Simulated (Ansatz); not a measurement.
# CH6ClFGeOSi: the cost of one run

Program: Ansatz 0.2.0. Level of theory: RKS B3LYP/def2-SVP. These are calculated values, not measurements.

### 1 The structure to begin with

Bond lengths: O1–Ge2 1.776 Å, Ge2–F3 1.727 Å, Ge2–C4 1.944 Å, C4–Si5 1.919 Å, Si5–Cl6 2.121 Å, O1–H7 1.033 Å, Ge2–H8 1.568 Å, C4–H9 1.159 Å, C4–H10 1.048 Å, Si5–H11 1.475 Å, Si5–H12 1.449 Å. Angles (14 of 19 angles, heavy atoms first): O1–Ge2–F3 106.8°, O1–Ge2–C4 113.0°, F3–Ge2–C4 107.9°, Ge2–C4–Si5 107.0°, C4–Si5–Cl6 108.4°, O1–Ge2–H8 112.2°, F3–Ge2–H8 108.2°, C4–Ge2–H8 108.5°, Ge2–O1–H7 101.2°, Ge2–C4–H9 110.3°, Ge2–C4–H10 114.1°, Si5–C4–H9 105.4°, Si5–C4–H10 109.5°, C4–Si5–H11 111.3°.

Structure file:

```xyz
12

O    -0.4935   -2.2663   -0.6198
Ge    0.8455   -1.0992   -0.6219
F     2.2852   -1.9887   -0.2788
C     0.6551    0.2775    0.7370
Si   -0.9180    1.2857    0.2988
Cl   -1.1787    2.7944    1.7670
H    -1.2211   -1.7381   -1.1283
H     1.0214   -0.4030   -2.0162
H     0.4350   -0.2025    1.7684
H     1.4763    0.9245    0.8078
H    -2.1211    0.4316    0.3024
H    -0.7091    1.9290   -0.9824
```

### 2 End point A

File input.yaml:

```yaml
crystal:
  periodic: [false, false, false]
  atoms:
    - { symbol: O, position_ang: [-0.4935, -2.2663, -0.6198] }
    - { symbol: Ge, position_ang: [0.8455, -1.0992, -0.6219] }
    - { symbol: F, position_ang: [2.2852, -1.9887, -0.2788] }
    - { symbol: C, position_ang: [0.6551, 0.2775, 0.737] }
    - { symbol: Si, position_ang: [-0.918, 1.2857, 0.2988] }
    - { symbol: Cl, position_ang: [-1.1787, 2.7944, 1.767] }
    - { symbol: H, position_ang: [-1.2211, -1.7381, -1.1283] }
    - { symbol: H, position_ang: [1.0214, -0.403, -2.0162] }
    - { symbol: H, position_ang: [0.435, -0.2025, 1.7684] }
    - { symbol: H, position_ang: [1.4763, 0.9245, 0.8078] }
    - { symbol: H, position_ang: [-2.1211, 0.4316, 0.3024] }
    - { symbol: H, position_ang: [-0.7091, 1.929, -0.9824] }
basis:
  gaussian: { orbitals: def2-SVP }
hamiltonian:
  xc: b3lyp
relax:
  f_tol: 0.015
  max_steps: 40
output:
  orbitals: {}
```

Command:

```console
ansatz run input.yaml --threads 2 --pin off --max-ram 3072MiB --backend cpu --events-out ev --progress --plain --runs-dir out
```

Q: Estimate wall time and peak memory on 2 threads of Arm Neoverse V1, shared host.

About 3.9 min, with a peak of 0.41 GiB.
